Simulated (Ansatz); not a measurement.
**FH4N2Si radical: a ladder of functionals and wavefunction methods**

One table from this session's results is given with a row withheld; the runs are named, their logs left out.

The runs use Ansatz 0.2.0, Gaussian basis; functionals in def2-TZVPP, the program's frozen cores in correlated methods.

The runs, in order: LDA (SPW92), PBE-D4, revPBE-D4, BLYP-D4, r2SCAN-D4, B97M-V, PBE0-D4, B3LYP-D4, r2SCANh-D4, r2SCAN0-D4, HSE06-D4, BHLYP-D4, CAM-B3LYP-D4, LC-ωPBE, ωB97X-V, ωB97M-V, B2PLYP, PBE-QIDH; CCSD(T)/def2-SVP; CCSD(T)/def2-TZVPP; MP2/def2-QZVPP; extrapolation to the limit; RPA on PBE.

### Structure used throughout

An earlier PBE0-D4 in a triple-zeta def2 set relaxation fixed the geometry.

8 atoms, charge 0, spin multiplicity 2.

Atoms are counted from 1 here; the program's logs count them from 0.

Bond lengths: N1–Si2 1.712 Å, N1–H5 1.008 Å, N1–H6 1.008 Å, Si2–N3 1.701 Å, Si2–F4 1.611 Å, N3–H7 1.005 Å, N3–H8 1.009 Å. Angles: Si2–N1–H5 119.3°, Si2–N1–H6 119.1°, H5–N1–H6 111.5°, N1–Si2–N3 106.6°, N1–Si2–F4 103.4°, N3–Si2–F4 115.9°, Si2–N3–H7 121.7°, Si2–N3–H8 121.3°, H7–N3–H8 112.7°.

Coordinates:

```tsv
atom	x (Å)	y (Å)	z (Å)
N1	-0.8149	1.0315	-0.3599
Si2	0.5172	-0.0207	-0.5813
N3	0.7803	-0.7933	0.9107
F4	0.0453	-0.9712	-1.7940
H5	-1.3317	1.3489	-1.1650
H6	-0.7638	1.7447	0.3502
H7	1.6486	-1.2548	1.1205
H8	0.0111	-1.1423	1.4632
```

The first run:

The input, in.yaml:

```yaml
crystal:
  periodic: [false, false, false]
  atoms:
    - {symbol: N, position_ang: [-0.814887, 1.031548, -0.359921]}
    - {symbol: Si, position_ang: [0.517196, -0.020652, -0.581303]}
    - {symbol: N, position_ang: [0.780327, -0.793311, 0.910744]}
    - {symbol: F, position_ang: [0.045291, -0.971205, -1.794021]}
    - {symbol: H, position_ang: [-1.331659, 1.348943, -1.165022]}
    - {symbol: H, position_ang: [-0.763789, 1.744723, 0.350151]}
    - {symbol: H, position_ang: [1.648595, -1.254787, 1.120505]}
    - {symbol: H, position_ang: [0.011127, -1.142260, 1.463168]}
basis:
  gaussian: {orbitals: def2-TZVPP}
magnetization: {spin_polarized: true, initial_magnetization: 1}
hamiltonian: {xc: lda}
output: {orbitals: {seedname: orbitals}}
```

Among the steps run: LDA; PBE-D4 (GGA); revPBE-D4 (GGA); BLYP-D4 (GGA); r2SCAN-D4 (meta-GGA); B97M-V (meta-GGA); PBE0-D4 (hybrid); B3LYP-D4 (hybrid); r2SCANh-D4 (hybrid); r2SCAN0-D4 (hybrid); HSE06-D4 (hybrid); BHLYP-D4 (hybrid); CAM-B3LYP-D4 (range-separated); LC-ωPBE-D4 (range-separated; the results give it without D4); ωB97X-V (range-separated); ωB97M-V (range-separated); B2PLYP (double hybrid); PBE-QIDH (double hybrid).

One of the session's tables, all rows but one given; the rest of the session is left out.

It belongs to the step «Orbital energies across the functionals». 

```
  functional  HOMO (eV)  LUMO (eV)  gap (eV)
 LDA (SPW92)      -4.35      -3.02      1.33
      PBE-D4      -4.37      -2.56      1.81
   revPBE-D4      -4.34      -2.39      1.95
     BLYP-D4      -4.20      -2.66      1.54
   r2SCAN-D4      -4.73      -2.03      2.70
      B97M-V      -4.40      -2.79      1.61
     PBE0-D4      -5.62      -1.62      4.00
    B3LYP-D4      -5.35      -2.09      3.26
  r2SCANh-D4      -5.19      -1.74      3.45
  r2SCAN0-D4      -5.88      -1.31      4.57
    HSE06-D4      -5.21      -2.00      3.21
    BHLYP-D4      -6.73      -0.90      5.83
CAM-B3LYP-D4      -6.90      -0.82      6.08
     LC-ωPBE          ?          ?         ?
     ωB97X-V      -7.81       0.08      7.89
     ωB97M-V      -7.41      -0.11      7.30
```

Estimate the missing values for LC-ωPBE.

As computed: HOMO (eV): -8.33; LUMO (eV): 0.72; gap (eV): 9.05. In the column «HOMO (eV)» it is the lowest.
